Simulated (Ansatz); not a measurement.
**Mg2SO: the band gap up the ladder of functionals**

The task here is to estimate one member of a computed series from the others.

The runs shown are made with Ansatz 0.2.0. PAW datasets, plane waves. No spin polarisation and no zero-point or thermal motion; the cell was built from a prototype and may be hypothetical.

### The structure to begin with

The cell was relaxed beforehand with r2SCAN.

Space group R-3m (No. 166), trigonal; a = 3.340 Å, c = 16.492 Å in the conventional setting, 13.28 Å³ an atom. O has 6 Mg at 2.26 Å; S has 6 Mg at 2.48 Å; Mg has 3 O at 2.26 Å and 3 S at 2.48 Å.

As a file:

```
O S Mg
1.0
     1.66996    0.96415    5.49749
    -1.66996    0.96415    5.49749
     0.00000   -1.92831    5.49749
O S Mg
1 1 2
Cartesian
  1.6700 0.9642 5.4975
  0.0000 0.0000 8.2462
  0.0000 0.0000 4.3154
  0.0000 0.0000 12.1770
```

The first run:

Contents of input.yaml:

```yaml
crystal:
  lattice:
    - [1.6699627495, 0.9641534429, 5.497488194]
    - [-1.6699627495, 0.9641534429, 5.497488194]
    - [0.0, -1.9283068859, 5.497488194]
  atoms:
    - { symbol: O, position: [1.0, 0.0, 0.0] }
    - { symbol: S, position: [0.5, 0.5, 0.5] }
    - { symbol: Mg, position: [0.2616612352, 0.2616612352, 0.2616612352] }
    - { symbol: Mg, position: [0.7383387648, 0.7383387648, 0.7383387648] }
kpoints:
  mp_grid: { grid: [10, 10, 10] }
  band_path:
    path:
      - [[0.0, 0.0, 0.0], [0.5, 0.5, 0.5], [0.8128277351432, 0.1871722648568, 0.5]]
      - [[0.5, -0.1871722648568, 0.1871722648568], [0.5, 2.717531041291e-16, 1.598188314508e-16], [0.0, 0.0, 0.0], [0.3435861324284, -0.3435861324284, 1.401171069992e-17]]
      - [[0.6564138675716, 8.635123759077e-17, 0.3435861324284], [0.5, -2.112888253147e-16, 0.5], [0.0, 0.0, 0.0]]
    npoints: 10
hamiltonian:
  xc: pbe
scf:
  occupations: { method: fermi_dirac, width: 0.02 }
  n_extra_bands: 5
output:
  forces: true
  stress: true
  eigenvalues: true
  write_density: true
  write_potential: true
  elf: true
  volumetric_format: npy
```

Command:

```
$ ansatz run input.yaml --threads 2 --pin off --max-ram 2211MiB --backend cpu --events-out ev --progress --plain --runs-dir out
```

Steps of the session up to this table: PBE band path; r2SCAN at the same geometry; HSE06; Quasiparticle levels, G0W0@PBE; PBE0.

One table of the session follows, with a row left open; its other results are not shown here.

```
 level  gap (eV)
   PBE      1.00
r2SCAN         ?
 HSE06      2.05
  PBE0      2.75
```

**Question.** Estimate the row for r2SCAN.

The run gave: gap (eV): 1.63. In the column «gap (eV)» it lies between PBE (1.00) and HSE06 (2.05).

Meshes: PBE 10×10×10, r2SCAN 10×10×10, HSE06 6×6×6, PBE0 6×6×6

In words: The gap runs from 1.00 eV (PBE) to 2.75 eV (PBE0). Against HSE06, PBE is short by 1.05 eV, at 49 % of it, and r2SCAN 80 %. PBE0 lies 0.70 eV above HSE06, which differs from it by screening the long-range exchange.

Caveats from the session: Warnings in the runs' records: stress exchange threshold loose, stress scf threshold loose, qp edge doubted.
